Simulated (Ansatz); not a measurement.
# InF (SMILES [F][In]): BCCD(T)/STO-3G

Aim: the energy change on altering one bond length of InF at BCCD(T)/STO-3G, from 2 runs. 

The calculation is run with Ansatz 0.2.0.

45 further runs of the same task are left out: 5 that didn't finish, 40 set aside as unsound or not needed.

### Step 1. Starting point

InF: 2 atoms, total charge 0, spin state singlet. SMILES: `[F][In]`. The shape comes from GFN2-xTB, which is rough for such elements, and wasn't checked as a minimum.

Bond lengths: F1–In2 2.025 Å.

### Step 2. The energy at BCCD(T)/STO-3G

Input file molecule.yaml:

```yaml
crystal:
  periodic: [false, false, false]
  atoms:
    - {symbol: F, position_ang: [0.000000, 0.000000, 0.000000]}
    - {symbol: In, position_ang: [0.000000, 0.000000, 2.025490]}
basis:
  gaussian: {orbitals: STO-3G}
correlation: {method: bccd_t, frozen_orbitals: {F: 1, In: 18}}
accuracy: high
scf: {omitted_lower_state_checks: [cluster_reference, increment]}
```

Started as:

```bash
ansatz run molecule.yaml --threads 1 --pin off --max-ram 2610MiB --events-out events.jsonl --progress --plain --runs-dir runs
```

Log, cut to the lines that bear on the results:

```text
Warning: RAYON_NUM_THREADS=1 ignored (pool sized by the plan → 1); use --threads N
Functional definition: HF
  name "HF"
[...]
564 factors; integrals over basis functions are off by at most 4.4e-9 eV
[...]
mean field -157305.56915292 eV, -5780.8730408253 hartree, gradient 9.5e-9 eV, S^2 0.000000; 0 other end points of the search recorded, 0 dependent functions left out
19 core orbitals not correlated: weight in the atoms' cores, before any rotation towards them, 1.000 or more for the frozen orbitals, at most 0.000 for the correlated occupied ones
reference -157305.56915292 eV, -5780.8730408253 hartree; 10, 10 occupied and 3, 3 virtual orbitals, 564 factors
second order -1.35785073 eV of doubles, -0.00000000 eV of singles
cycle   1  -1.28923390 eV  change    6.9e-2 eV  update   1.4e-1
[...]
cycle  22  -1.63114171 eV  change   1.5e-10 eV  update   1.2e-9
perturbative correction -0.33742860 eV, -0.0124002724 hartree
Total energy: -157307.53772323 eV, -5780.9453844501 hartree
Checks for a lower state left out: cluster_reference, increment
```

Wall time 0.56 s (1 thread of Arm Neoverse V2, shared host).

### Step 3. The distorted shape at the same level

Input file run.yaml:

```yaml
crystal:
  periodic: [false, false, false]
  atoms:
    - {symbol: F, position_ang: [0.000000, 0.000000, -0.506410]}
    - {symbol: In, position_ang: [0.000000, 0.000000, 2.025490]}
basis:
  gaussian:
    orbitals: STO-3G
correlation:
  method: bccd_t
  frozen_orbitals: {F: 1, In: 18}
accuracy: high
scf:
  omitted_lower_state_checks: [cluster_reference, increment]
```

Started as:

```bash
ansatz run run.yaml --threads 1 --pin off --max-ram 2610MiB --events-out events.jsonl --progress --plain --runs-dir runs
```

Log, cut to the lines that bear on the results:

```text
Warning: RAYON_NUM_THREADS=1 ignored (pool sized by the plan → 1); use --threads N
Functional definition: HF
  name "HF"
[...]
557 factors; integrals over basis functions are off by at most 6.4e-9 eV
[...]
mean field -157302.90226472 eV, -5780.7750344919 hartree, gradient 8.2e-9 eV, S^2 0.000000; 0 other end points of the search recorded, 0 dependent functions left out; unrestricted orbitals would lower it
19 core orbitals not correlated: weight in the atoms' cores, before any rotation towards them, 1.000 or more for the frozen orbitals, at most 0.000 for the correlated occupied ones
reference -157302.90226472 eV, -5780.7750344919 hartree; 10, 10 occupied and 3, 3 virtual orbitals, 557 factors
second order -1.55314082 eV of doubles, -0.00000000 eV of singles
cycle   1  -1.76835548 eV  change   -2.2e-1 eV  update   1.5e-1
[...]
cycle  30  -2.26680398 eV  change   4.1e-10 eV  update  8.2e-10
perturbative correction -0.16343276 eV, -0.0060060431 hartree
Total energy: -157305.33250146 eV, -5780.8643440447 hartree
Checks for a lower state left out: cluster_reference, increment
```

Wall time 0.54 s (1 thread of Arm Neoverse V2, shared host).

### Step 4. Summary of results

Level: BCCD(T)/STO-3G, 19 core orbitals frozen.

| quantity | value |
| --- | --- |
| first shape: total energy | -5780.94538 Eh |
| first shape: correlation energy (19 core orbitals frozen) | -72.3 mEh |
| first shape: (T) correction | -12.40 mEh |
| distorted shape: total energy | -5780.86434 Eh |
| distorted shape: correlation energy (19 core orbitals frozen) | -89.3 mEh |
| distorted shape: (T) correction | -6.01 mEh |
| energy change with the F1–In2 bond stretched from 2.025 to 2.532 Å | 2.205 eV |

With the F1–In2 bond stretched from 2.025 to 2.532 Å the energy rises by 2.21 eV (51 kcal/mol). The first shape isn't relaxed at this level, so the change isn't measured from a minimum. The minimal basis adds a large error of its own. The triples (first shape) make up 17.1 % of the correlation energy. Relativity is left out (first shape) although the molecule holds a heavy atom. The restricted solution (distorted shape) is unstable to spin breaking: an unrestricted one lies lower. The triples (distorted shape) make up 6.7 % of the correlation energy. Relativity is left out (distorted shape) although the molecule holds a heavy atom.
